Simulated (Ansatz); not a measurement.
# CH8OSSi: the cost of one run

All numbers below are computed with Ansatz 0.2.0 (RKS LDA/def2-SVP).

### Step 1. The structure to begin with

Bond lengths: Si1–O2 2.066 Å, O2–C3 1.395 Å, Si1–H4 1.485 Å, Si1–H5 1.450 Å, Si1–H6 1.454 Å, Si1–S8 2.528 Å, C3–H9 1.090 Å, C3–H10 1.092 Å, C3–H11 1.094 Å, S8–H12 1.326 Å. Angles (14 of 18 angles, heavy atoms first): Si1–O2–C3 120.9°, O2–Si1–S8 74.0°, O2–Si1–H4 86.9°, O2–Si1–H5 105.1°, O2–Si1–H6 115.0°, H4–Si1–S8 160.6°, H5–Si1–S8 85.4°, H6–Si1–S8 83.0°, O2–C3–H9 108.6°, O2–C3–H10 109.0°, O2–C3–H11 111.6°, Si1–S8–H12 98.7°, H4–Si1–H5 103.2°, H4–Si1–H6 102.6°.

Coordinates:

```xyz
12

Si   -0.1294    0.9861    1.0057
O    -0.0860   -0.0691   -0.7696
C    -0.9744   -1.1190   -1.0002
H    -1.5734    1.2107    0.7438
H     0.4677    2.2706    0.6967
H    -0.1489    0.1667    2.2072
H     1.1258   -0.3916   -0.5439
S     2.2187    0.0730    0.7964
H    -1.9888   -0.7613   -0.8209
H    -0.8822   -1.4419   -2.0391
H    -0.7758   -1.9671   -0.3390
H     2.7466    1.0429    0.0629
```

### Step 2. Pulling towards end A

Springs on the bonds that form and break draw the guess towards this end; the thresholds are loose.

File input.yaml:

```yaml
crystal:
  periodic: [false, false, false]
  atoms:
    - { symbol: Si, position_ang: [-0.1294, 0.9861, 1.0057] }
    - { symbol: O, position_ang: [-0.086, -0.0691, -0.7696] }
    - { symbol: C, position_ang: [-0.9744, -1.119, -1.0002] }
    - { symbol: H, position_ang: [-1.5734, 1.2107, 0.7438] }
    - { symbol: H, position_ang: [0.4677, 2.2706, 0.6967] }
    - { symbol: H, position_ang: [-0.1489, 0.1667, 2.2072] }
    - { symbol: H, position_ang: [1.1258, -0.3916, -0.5439] }
    - { symbol: S, position_ang: [2.2187, 0.073, 0.7964] }
    - { symbol: H, position_ang: [-1.9888, -0.7613, -0.8209] }
    - { symbol: H, position_ang: [-0.8822, -1.4419, -2.0391] }
    - { symbol: H, position_ang: [-0.7758, -1.9671, -0.339] }
    - { symbol: H, position_ang: [2.7466, 1.0429, 0.0629] }
basis:
  gaussian: { orbitals: def2-SVP }
hamiltonian:
  xc: lda
relax:
  f_tol: 0.15
  max_steps: 25
  restrain:
    - { distance: [0, 7], at: 3.46, k: 30.0 }
    - { distance: [6, 1], at: 2.27, k: 30.0 }
    - { distance: [0, 1], at: 1.77, k: 30.0 }
    - { distance: [6, 7], at: 1.36, k: 30.0 }
output:
  orbitals: {}
```

The run is started by

```console
> ansatz run input.yaml --threads 2 --pin off --max-ram 3072MiB --backend cpu --events-out ev --progress --plain --runs-dir out
```

What time and memory should one allow on 2 threads of AMD EPYC 9R45 (Zen 5), shared host?

About 4.9 s, with a peak of 0.17 GiB.
